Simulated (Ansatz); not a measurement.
# Cs2ScTlBr6: the cost of one run

Computed with Ansatz 0.2.0 (DFT PBEsol, scalar-relativistic, plane waves, PAW, unless a step's input says otherwise).

3 further runs of the same task are left out: 1 that didn't finish, 2 set aside as unsound or not needed.

### Step 1. The starting structure

Symmetry: Fm-3m, No. 225, cubic system. The conventional cell has a = 11.452 Å, b = 11.452 Å, c = 11.452 Å, α = 90.00°, β = 90.00°, γ = 90.00°. Around Cs (site symmetry -43m) lie 12 Br at 4.06 Å. Around Sc (site symmetry m-3m) lie 6 Br at 2.62 Å. Tl (site symmetry m-3m) has 6 Br at 3.10 Å as nearest neighbours. Br (site symmetry 4mm) has 1 Sc at 2.62 Å and 1 Tl at 3.10 Å as nearest neighbours.

Structure file:

```cif
data_structure
_symmetry_space_group_name_H-M 'Fm-3m'
_symmetry_Int_Tables_number 225
_cell_length_a 11.4525
_cell_length_b 11.4525
_cell_length_c 11.4525
_cell_angle_alpha 90.000
_cell_angle_beta 90.000
_cell_angle_gamma 90.000
_cell_volume 1502.10
loop_
_atom_site_label
_atom_site_type_symbol
_atom_site_symmetry_multiplicity
_atom_site_Wyckoff_symbol
_atom_site_fract_x
_atom_site_fract_y
_atom_site_fract_z
_atom_site_occupancy
Cs1 Cs 8 c 0.25000 0.25000 0.75000 1
Sc1 Sc 4 a 0.00000 0.00000 0.00000 1
Tl1 Tl 4 b 0.50000 0.00000 0.00000 1
Br1 Br 24 e 0.22907 0.00000 0.00000 1
```

It goes back to an entry of the Materials Project, which need not be the stable form.

This cell was relaxed beforehand with the same method: volume 37.55 Å³/atom, gap on the mesh 2.82 eV.

### Step 2. The reference cell

Reference values: F = -41013.4490 eV; pressure 0.00 GPa; largest force 0.002 eV/Å; gap on the mesh 2.82 eV. It was computed beforehand with the settings of the runs below.

### Step 3. Harmonic modes of this cell

Input file input.yaml:

```yaml
crystal:
  lattice:
    - [0.0, 5.7262418863, 5.7262418863]
    - [5.7262418863, 0.0, 5.7262418863]
    - [5.7262418863, 5.7262418863, 0.0]
  atoms:
    - { symbol: Cs, position: [0.75, 0.75, 0.75] }
    - { symbol: Cs, position: [0.25, 0.25, 0.25] }
    - { symbol: Sc, position: [0.0, 0.0, 0.0] }
    - { symbol: Tl, position: [0.5, 0.5, 0.5] }
    - { symbol: Br, position: [0.7709327148, 0.2290672852, 0.2290672852] }
    - { symbol: Br, position: [0.2290672852, 0.2290672852, 0.7709327148] }
    - { symbol: Br, position: [0.2290672852, 0.7709327148, 0.7709327148] }
    - { symbol: Br, position: [0.2290672852, 0.7709327148, 0.2290672852] }
    - { symbol: Br, position: [0.7709327148, 0.2290672852, 0.7709327148] }
    - { symbol: Br, position: [0.7709327148, 0.7709327148, 0.2290672852] }
basis:
  ecutwfc: 420
kpoints:
  mp_grid: { grid: [4, 4, 4] }
hamiltonian:
  xc: pbesol
scf:
  occupations: { method: gaussian, width: 0.05 }
output:
  eigenvalues: true
phonons:
  method: fd
  supercell: [1, 1, 1]
  amplitude: 0.02
  eigenvectors: true
  dielectric: false
```

The run is started by

```sh
ansatz run input.yaml --threads 2 --pin off --max-ram 5120MiB --backend cpu --events-out ev --progress --plain --runs-dir out
```

**Question.** How long does this run take on 2 threads of Arm Neoverse V1, shared host, and how much memory does it need?

About 79 s, with a peak of 0.88 GiB.
